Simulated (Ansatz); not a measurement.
## CsLiCr2Te2S3 under changes of volume

One of the cells (23.825 Å³/atom); the others are scaled copies at fixed shape and fractional positions:

```
CELL_PARAMETERS angstrom
3.60358 0.00000 0.00000
-1.80179 3.12079 0.00000
0.00000 0.00000 19.06651
ATOMIC_POSITIONS crystal
Cs 0.00000 0.00000 0.37399
Li 0.66667 0.33333 0.01607
Cr 0.00000 0.00000 0.86637
Cr 0.33333 0.66667 0.16833
Te 0.33333 0.66667 0.53891
Te 0.66667 0.33333 0.77276
S 0.00000 0.00000 0.10030
S 0.33333 0.66667 0.92920
S 0.66667 0.33333 0.23408
```

The cell was built by a generator and needn't be a form met in nature.

```yaml
Program: Ansatz 0.2.0
Functional: PBE
Potentials_or_basis: Ansatz PAW
Cutoff: "420 eV (not typed: the program's choice for these potentials)"
k_mesh: 9 × 9 × 2
Occupations: fermi-dirac, width 0.05 eV
Spin: collinear spin, ferromagnetic start
Starting_moments: "[0.0, 0.0, 3.0, 3.0, 0.0, 0.0, 0.0, 0.0, 0.0] μB"
```

```tsv
volume (Å³/atom)	energy over the lowest point (meV/atom)	pressure (GPa)	moment (μB per cell)	largest force (eV/Å)
22.395	16.47	3.9	5.63	0.567
22.872	?	?	?	?
23.348	1.75	1.2	5.64	0.150
23.825	0.00	0.0	5.64	0.033
24.301	1.49	-1.0	5.65	0.199
24.778	5.88	-1.9	5.66	0.350
25.254	12.86	-2.7	5.67	0.487
```

**Question.** What does the run at 22.872 Å³/atom give?

**Answer.** Energy over the lowest point 7.10 meV/atom; pressure 2.4 GPa; moment 5.63 μB per cell; largest force 0.349 eV/Å.

Worked out: A Birch-Murnaghan fit of order 3 (a polynomial in V^(-2/3)) to the other rows has its minimum at 23.84 Å³/atom with B0 = V·E''(V) = 54 GPa and B' = 4.4 at fixed shape and positions, which overstates the stiffness. It gives 7.09 meV/atom at 22.872 Å³/atom, against the run's 7.10, and -dE/dV = 2.4 GPa, against 2.4. A straight line through the other rows of the moment, of slope 0.0138 μB per Å³/atom, gives 5.63 μB, against the run's 5.63.

Energies are extrapolated to zero smearing.

Caveats: only a ferromagnetic start was run, and an antiferromagnetic order may lie lower in energy.
